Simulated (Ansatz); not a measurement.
# CrGe6Mo2: the cost of one run

Method: DFT PBE, scalar-relativistic, plane waves, PAW, unless a step names another level, in Ansatz 0.2.0.

1 further run of the same task is left out (set aside as unsound or not needed).

## 1. The structure to begin with

The structure is tetragonal, space group I4/mmm (No. 139). The conventional cell has a = 3.308 Å, b = 3.308 Å, c = 24.613 Å, α = 90.00°, β = 90.00°, γ = 90.00°. Around Cr (site symmetry 4/mmm) lie 10 Ge at 2.66 to 2.72 Å. Around Ge (site symmetry 4mm) lie 5 Mo at 2.70 to 2.82 Å and 5 Ge at 2.70 to 2.76 Å. Ge (site symmetry 4mm) is surrounded by 5 Ge at 2.70 to 2.75 Å and 4 Mo at 2.70 Å and 1 Cr at 2.72 Å. Ge (site symmetry 4mm) has 5 Ge at 2.55 to 2.75 Å and 4 Cr at 2.66 Å and 1 Mo at 2.80 Å as nearest neighbours. Mo (site symmetry 4mm) is surrounded by 10 Ge at 2.70 to 2.82 Å.

Structure file:

```
Cr Ge Mo
1.0
    -1.65381    1.65381   12.30648
     1.65381   -1.65381   12.30648
     1.65381    1.65381  -12.30648
Cr Ge Mo
1 6 2
Direct
  0.00000 0.00000 0.00000
  0.22004 0.22004 0.00000
  0.88960 0.88960 0.00000
  0.55184 0.55184 0.00000
  0.11040 0.11040 0.00000
  0.77996 0.77996 0.00000
  0.44816 0.44816 0.00000
  0.66557 0.66557 0.00000
  0.33443 0.33443 0.00000
```

It is the end of an earlier relaxation with the same method, from a generated guess; it needn't be the stable form of this composition. At a tolerance of 0.05 Å it has space group I4/mmm (No. 139); it has 14.96 Å³/atom, an uncorrected energy of -0.07 eV/atom over the elements.

## 2. Bands, states and charges

File input.yaml:

```yaml
crystal:
  lattice:
    - [-1.6538096849, 1.6538096849, 12.3064811012]
    - [1.6538096849, -1.6538096849, 12.3064811012]
    - [1.6538096849, 1.6538096849, -12.3064811012]
  atoms:
    - { symbol: Cr, position: [0.0, 0.0, 0.0] }
    - { symbol: Ge, position: [0.2200420323, 0.2200420323, 0.0] }
    - { symbol: Ge, position: [0.8895983697, 0.8895983697, 0.0] }
    - { symbol: Ge, position: [0.5518366774, 0.5518366774, 0.0] }
    - { symbol: Ge, position: [0.1104016303, 0.1104016303, 0.0] }
    - { symbol: Ge, position: [0.7799579677, 0.7799579677, 0.0] }
    - { symbol: Ge, position: [0.4481633226, 0.4481633226, 0.0] }
    - { symbol: Mo, position: [0.6655735336, 0.6655735336, 0.0] }
    - { symbol: Mo, position: [0.3344264664, 0.3344264664, 0.0] }
basis:
  ecutwfc: 420
kpoints:
  mp_grid: { grid: [16, 16, 16] }
  band_path:
    path:
      - [[0.0, 0.0, 0.0], [0.0, 0.0, 0.5], [0.25, 0.25, 0.25], [0.0, 0.5, 0.0], [0.0, 0.0, 0.0], [0.5, 0.5, -0.5], [0.25451485, 0.74548515, -0.25451485]]
      - [[-0.25451485, 0.25451485, 0.25451485], [0.0, 0.0, 0.0]]
      - [[0.0, 0.0, 0.5], [-0.0090297, 0.0090297, 0.5]]
      - [[0.5, 0.5, -0.0090297], [0.5, 0.5, -0.5]]
    npoints: 14
hamiltonian:
  xc: pbe
scf:
  occupations: { method: gaussian, width: 0.1 }
  n_extra_bands: 22
output:
  forces: true
  stress: true
  eigenvalues: true
  populations: true
  dos: { projected: true, de: 0.02, nscf_kmesh: { grid: [20, 20, 20] } }
  bader: true
  write_density: true
  write_potential: true
  elf: true
  volumetric_format: npy
```

On the command line:

```sh
$ ansatz run input.yaml --threads 4 --pin off --max-ram 8192MiB --backend cpu --events-out ev --progress --plain --runs-dir out
```

**Question.** How long does this run take on 4 threads of Intel Xeon Platinum 8259CL at 2.50GHz (Skylake/Cascade Lake), shared host, and how much memory does it need?

About 3.4 min, with a peak of 4.3 GiB.
